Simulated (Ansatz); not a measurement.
## GaF: band structure with HSEsol

The system is GaF.

```
Ga F
1.0
     3.16592    0.00000    0.00000
     0.00000    3.16592    0.00000
     0.00000    0.00000    3.16592
Ga F
1 1
Direct
  0.00000 0.00000 0.00000
  0.50000 0.50000 0.50000
```

The cell was built by a generator and needn't be a form met in nature.

```
Program                             : Ansatz 0.2.0
Task                                : band structure
Functional                          : HSEsol
Potentials or basis                 : Ansatz PAW
Cutoff                              : 420 eV (not typed: the program's choice for these potentials)
k mesh                              : 4 × 4 × 4
Occupations                         : fermi-dirac, width 0.05 eV
Spin                                : no spin polarisation
Path                                : [["G", "X", "M", "G", "R", "X"], ["M", "R"]]
Points for each segment of the path : 4
```

```json
{"Pressure": "-2.5 GPa", "Band gap on the k mesh": "0.69 eV, indirect (least direct gap 2.03 eV)", "Band gap along the path": "0.69 eV, indirect (least direct gap 2.03 eV)"}
```

Levels at the corners of the path, in eV from the valence-band top:
| point | band 6 | band 7 | band 8 | band 9 | band 10 | band 11 | band 12 | band 13 | band 14 | band 15 |
| --- | --- | --- | --- | --- | --- | --- | --- | --- | --- | --- |
| Γ | -17.04 | -6.85 | -4.71 | -4.71 | -4.71 | 9.29 | 9.29 | 9.29 | 10.36 | 10.36 |
| X | -17.04 | -8.06 | -4.42 | -4.42 | -1.34 | 0.69 | 9.39 | 9.39 | 13.24 | 14.78 |
| M | -17.00 | -6.15 | -6.15 | -4.32 | -2.99 | 3.98 | 3.98 | 9.78 | 11.46 | 17.03 |
| Γ | -17.04 | -6.85 | -4.71 | -4.71 | -4.71 | 9.29 | 9.29 | 9.29 | 10.36 | 10.36 |
| R | -17.00 | -5.33 | -5.33 | -5.33 | 0.00 | 2.82 | 2.82 | 2.82 | 12.79 | 12.79 |
| X | -17.04 | -8.06 | -4.42 | -4.42 | -1.34 | 0.69 | 9.39 | 9.39 | 13.24 | 14.78 |
| M | -17.00 | -6.15 | -6.15 | -4.32 | -2.99 | 3.98 | 3.98 | 9.78 | 11.46 | 17.03 |
| R | -17.00 | -5.33 | -5.33 | -5.33 | 0.00 | 2.82 | 2.82 | 2.82 | 12.79 | 12.79 |

It took 21 s on 1 × NVIDIA H100 80GB HBM3 with 2 threads of AMD EPYC 7R13 Processor (Zen 3) (shared host), peak memory 1.6 GiB.

Caveat: the k mesh is coarse (spacing up to 0.50 Å⁻¹), so the values aren't converged, least of all with exact exchange; the PAW data sets come from PBE, with cores solved anew for the run's functional, which leaves a small shift of forces and pressure; the thresholds are loose for stress.
